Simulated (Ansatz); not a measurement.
# Cl6GeH2Si2: one species, many methods

One table from this session's results is given with a row withheld; the runs are named, their logs left out.

The runs use Ansatz 0.2.0, Gaussian basis; functionals in def2-TZVPP, the program's frozen cores in correlated methods.

The runs, in order: LDA (SPW92), PBE-D4, revPBE-D4, BLYP-D4, r2SCAN-D4, B97M-V, PBE0-D4, B3LYP-D4, r2SCANh-D4, r2SCAN0-D4, HSE06-D4, BHLYP-D4, CAM-B3LYP-D4, LC-ωPBE, ωB97X-V, ωB97M-V, B2PLYP, PBE-QIDH; CCSD(T)/def2-SVP; CCSD(T)/def2-TZVPP; MP2/def2-QZVPP; extrapolation to the limit; RPA on PBE.

## The relaxed structure

The geometry comes from an earlier relaxation with PBE0-D4 in a triple-zeta def2 set; it is a stationary point, not always the lowest conformer.

SMILES `Cl[Si](Cl)(Cl)[GeH2][Si](Cl)(Cl)Cl`, 11 atoms, charge 0, spin multiplicity 1.

Atoms are counted from 1 here; the program's logs count them from 0.

Bond lengths: Cl1–Si2 2.041 Å, Si2–Cl3 2.038 Å, Si2–Cl4 2.038 Å, Si2–Ge5 2.373 Å, Ge5–Si6 2.373 Å, Ge5–H10 1.535 Å, Ge5–H11 1.535 Å, Si6–Cl7 2.041 Å, Si6–Cl8 2.038 Å, Si6–Cl9 2.038 Å. Angles: Cl1–Si2–Cl3 108.5°, Cl1–Si2–Cl4 108.5°, Cl1–Si2–Ge5 110.2°, Cl3–Si2–Cl4 108.7°, Cl3–Si2–Ge5 110.4°, Cl4–Si2–Ge5 110.4°, Si2–Ge5–Si6 109.8°, Si2–Ge5–H10 109.2°, Si2–Ge5–H11 109.1°, Si6–Ge5–H10 109.2°, Si6–Ge5–H11 109.1°, H10–Ge5–H11 110.4°, Ge5–Si6–Cl7 110.2°, Ge5–Si6–Cl8 110.4°, Ge5–Si6–Cl9 110.4°, Cl7–Si6–Cl8 108.5°, Cl7–Si6–Cl9 108.5°, Cl8–Si6–Cl9 108.7°.

Set-up of the first run:

File in.yaml:

```yaml
crystal:
  periodic: [false, false, false]
  atoms:
    - {symbol: Cl, position_ang: [-2.565221, -2.355220, -1.299463]}
    - {symbol: Si, position_ang: [-1.341152, -1.436791, 0.050690]}
    - {symbol: Cl, position_ang: [-2.494936, -0.605876, 1.510304]}
    - {symbol: Cl, position_ang: [-0.136336, -2.846333, 0.895439]}
    - {symbol: Ge, position_ang: [-0.038724, 0.230438, -1.024169]}
    - {symbol: Si, position_ang: [1.379674, 1.287293, 0.557747]}
    - {symbol: Cl, position_ang: [2.512849, 2.717901, -0.355489]}
    - {symbol: Cl, position_ang: [0.274516, 2.173873, 2.022226]}
    - {symbol: Cl, position_ang: [2.627164, -0.075500, 1.417160]}
    - {symbol: H, position_ang: [0.821557, -0.426364, -2.112553]}
    - {symbol: H, position_ang: [-0.973992, 1.279477, -1.641292]}
basis:
  gaussian: {orbitals: def2-TZVPP}
hamiltonian: {xc: lda}
output: {orbitals: {seedname: orbitals}}
```

Launch:

```bash
ansatz run in.yaml --threads 4 --pin off --events-out ev --progress --plain --max-ram 46080MiB --backend cuda --devices 0, --max-vram 37GiB
```

Steps of the session up to this table: LDA; PBE-D4 (GGA); revPBE-D4 (GGA); BLYP-D4 (GGA); r2SCAN-D4 (meta-GGA); B97M-V (meta-GGA); PBE0-D4 (hybrid); B3LYP-D4 (hybrid); r2SCANh-D4 (hybrid); r2SCAN0-D4 (hybrid); HSE06-D4 (hybrid); BHLYP-D4 (hybrid); CAM-B3LYP-D4 (range-separated); LC-ωPBE (range-separated); ωB97X-V (range-separated); ωB97M-V (range-separated); B2PLYP (double hybrid); PBE-QIDH (double hybrid).

One table of the session follows, with a row left open; its other results are not shown here.

It belongs to the step «Orbital energies across the functionals». 

```
  functional  HOMO (eV)  gap (eV)
 LDA (SPW92)      -7.39      5.12
      PBE-D4      -7.24      5.23
   revPBE-D4      -7.18      5.28
     BLYP-D4      -7.08      5.25
   r2SCAN-D4          ?         ?
      B97M-V      -7.62      5.87
     PBE0-D4      -8.39      7.18
    B3LYP-D4      -8.17      6.82
  r2SCANh-D4      -7.96      6.44
  r2SCAN0-D4      -8.58      7.48
    HSE06-D4      -8.00      6.43
    BHLYP-D4      -9.42      9.21
CAM-B3LYP-D4      -9.61      9.51
     LC-ωPBE     -10.88     11.81
     ωB97X-V     -10.56     11.43
     ωB97M-V     -10.32     10.98
```

Estimate the missing values for r2SCAN-D4.

Worked estimate for «HOMO (eV)». Against the share of exact exchange, r2SCANh-D4 (0.1, -7.96), r2SCAN0-D4 (0.25, -8.58) give a slope of -4.13 per unit share; at 0 the line stands at -7.55.

The run gave: HOMO (eV): -7.54; gap (eV): 5.75. In «HOMO (eV)» the line misses by -0.01.
